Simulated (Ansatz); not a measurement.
# C₂H₈GaNSi: up Jacob's ladder to CCSD(T)

One table from this session's results is given with a row withheld; the runs are named, their logs left out.

Program: Ansatz 0.2.0, Gaussian basis. Level of theory: functionals in def2-TZVPP, the program's frozen cores in correlated methods. These are calculated values, not measurements.

Plan: LDA (SPW92), PBE-D4, revPBE-D4, BLYP-D4, r2SCAN-D4, B97M-V, PBE0-D4, B3LYP-D4, r2SCANh-D4, r2SCAN0-D4, HSE06-D4, BHLYP-D4, CAM-B3LYP-D4, LC-ωPBE, ωB97X-V, ωB97M-V, B2PLYP, PBE-QIDH; CCSD(T)/def2-SVP; MP2/def2-TZVPP; MP2/def2-QZVPP; RPA on PBE.

**Structure used throughout**

The geometry comes from an earlier relaxation with PBE0-D4 in a triple-zeta def2 set; it is a stationary point, not always the lowest conformer.

SMILES `[GaH2][CH2]N1C[SiH2]1`, 13 atoms, charge 0, spin multiplicity 1.

Atoms are counted from 1 here; the program's logs count them from 0.

Bond lengths: Ga1–C2 1.996 Å, Ga1–H6 1.575 Å, Ga1–H7 1.576 Å, C2–N3 1.439 Å, C2–H8 1.098 Å, C2–H9 1.098 Å, N3–C4 1.470 Å, N3–Si5 1.701 Å, C4–Si5 1.836 Å, C4–H10 1.089 Å, C4–H11 1.097 Å, Si5–H12 1.484 Å, Si5–H13 1.480 Å. Angles: C2–Ga1–H6 121.4°, C2–Ga1–H7 119.5°, H6–Ga1–H7 119.0°, Ga1–C2–N3 117.9°, Ga1–C2–H8 108.7°, Ga1–C2–H9 105.9°, N3–C2–H8 109.9°, N3–C2–H9 108.9°, H8–C2–H9 104.7°, C2–N3–C4 122.8°, C2–N3–Si5 141.2°, C4–N3–Si5 70.3°, N3–C4–Si5 60.7°, N3–C4–H10 116.0°, N3–C4–H11 116.0°, Si5–C4–H10 125.1°, Si5–C4–H11 116.2°, H10–C4–H11 112.7° and more.

As a file:

```xyz
13

Ga   -2.0606    0.5110    0.3424
C    -0.8537   -0.8289   -0.5139
N     0.5662   -0.6183   -0.4134
C     1.2456   -0.3684    0.8664
Si    1.7440    0.5915   -0.6176
H    -1.5064    1.8756    0.9011
H    -3.6107    0.2329    0.4020
H    -1.1105   -1.8273   -0.1345
H    -1.1353   -0.8533   -1.5750
H     1.8004   -1.2073    1.2852
H     0.6646    0.1756    1.6219
H     1.3636    2.0253   -0.6629
H     2.8928    0.2914   -1.5018
```

The first run:

Input file in.yaml:

```yaml
crystal:
  periodic: [false, false, false]
  atoms:
    - {symbol: Ga, position_ang: [-2.060595, 0.511024, 0.342362]}
    - {symbol: C, position_ang: [-0.853675, -0.828922, -0.513877]}
    - {symbol: N, position_ang: [0.566151, -0.618256, -0.413422]}
    - {symbol: C, position_ang: [1.245619, -0.368405, 0.866424]}
    - {symbol: Si, position_ang: [1.743989, 0.591525, -0.617582]}
    - {symbol: H, position_ang: [-1.506410, 1.875649, 0.901132]}
    - {symbol: H, position_ang: [-3.610714, 0.232924, 0.402020]}
    - {symbol: H, position_ang: [-1.110497, -1.827262, -0.134536]}
    - {symbol: H, position_ang: [-1.135277, -0.853291, -1.574965]}
    - {symbol: H, position_ang: [1.800370, -1.207252, 1.285212]}
    - {symbol: H, position_ang: [0.664592, 0.175606, 1.621896]}
    - {symbol: H, position_ang: [1.363615, 2.025318, -0.662874]}
    - {symbol: H, position_ang: [2.892832, 0.291363, -1.501801]}
basis:
  gaussian: {orbitals: def2-TZVPP}
hamiltonian: {xc: lda}
output: {orbitals: {seedname: orbitals}}
```

Started as:

```
> ansatz run in.yaml --threads 4 --pin off --events-out ev --progress --plain --max-ram 10444MiB
```

Among the steps run: LDA; PBE-D4 (GGA); revPBE-D4 (GGA); BLYP-D4 (GGA); r2SCAN-D4 (meta-GGA); B97M-V (meta-GGA); B3LYP-D4 (hybrid); r2SCANh-D4 (hybrid); r2SCAN0-D4 (hybrid); HSE06-D4 (hybrid); BHLYP-D4 (hybrid); CAM-B3LYP-D4 (range-separated); LC-ωPBE (range-separated); ωB97X-V (range-separated); ωB97M-V (range-separated); B2PLYP (double hybrid); PBE-QIDH (double hybrid).

One of the session's tables, all rows but one given; the rest of the session is left out.

It belongs to the step «Orbital energies across the functionals». 

```
  functional  HOMO (eV)  LUMO (eV)  gap (eV)
 LDA (SPW92)      -4.89      -2.60      2.28
      PBE-D4      -4.76      -2.32      2.44
   revPBE-D4      -4.71      -2.19      2.52
     BLYP-D4      -4.63      -2.26      2.37
   r2SCAN-D4      -4.93      -2.04      2.89
      B97M-V      -5.06      -2.28      2.78
     PBE0-D4      -5.89      -1.50      4.39
    B3LYP-D4      -5.69      -1.78      3.91
  r2SCANh-D4      -5.36      -1.76      3.60
  r2SCAN0-D4      -6.02      -1.35      4.67
    HSE06-D4      -5.49      -1.87      3.62
    BHLYP-D4      -6.94      -0.75      6.19
CAM-B3LYP-D4          ?          ?         ?
     LC-ωPBE      -8.45       0.58      9.04
     ωB97X-V      -8.13       0.41      8.54
     ωB97M-V      -8.06       0.16      8.22
```

**Question.** Estimate the row for CAM-B3LYP-D4.

**Answer.** HOMO (eV): -7.16; LUMO (eV): -0.62; gap (eV): 6.55. In the column «HOMO (eV)» it lies between ωB97M-V (-8.06) and BHLYP-D4 (-6.94).
